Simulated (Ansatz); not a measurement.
Crystal: CS2.

```
S C
1.0
     3.64579   -2.99431    0.00000
     3.64579    2.99431    0.00000
     0.00000    0.00000    9.85126
S C
4 2
Direct
  0.18152 0.81848 0.88687
  0.31848 0.68152 0.38687
  0.68152 0.31848 0.61313
  0.81848 0.18152 0.11313
  0.50000 0.50000 0.50000
  0.00000 0.00000 0.00000
```

The cell comes from a database or a generator and needn't be the stable form of this composition.

Base run:

| Item | Value |
| --- | --- |
| Program | Ansatz 0.2.0 |
| Functional | r2SCAN |
| Potentials or basis | Ansatz PAW |
| Cutoff | 500 eV |
| Density cutoff | 2000 eV |
| k mesh | 6 × 6 × 3 |
| Occupations | fermi-dirac, width 0.05 eV |
| Spin | no spin polarisation |

Its results: band gap on the k mesh 3.75 eV, direct; pressure -0.7 GPa; largest force 0.209 eV/Å.

Q: The run is repeated on the same cell with these changes: functional from r2SCAN to PBE; cutoff from 500 eV to 420 eV; density cutoff from 2000 eV to 1680 eV. What comes out?

A: Band gap on the k mesh 3.41 eV, direct; pressure 0.4 GPa; largest force 0.257 eV/Å.

r2SCAN gives the wider gap, since meta-GGAs in the generalised Kohn-Sham scheme recover part of the derivative discontinuity.

Caveats: the PAW data sets come from PBE, with cores solved anew for the run's functional, which leaves a small shift of forces and pressure (some runs).

Not every run made on this cell is shown here.
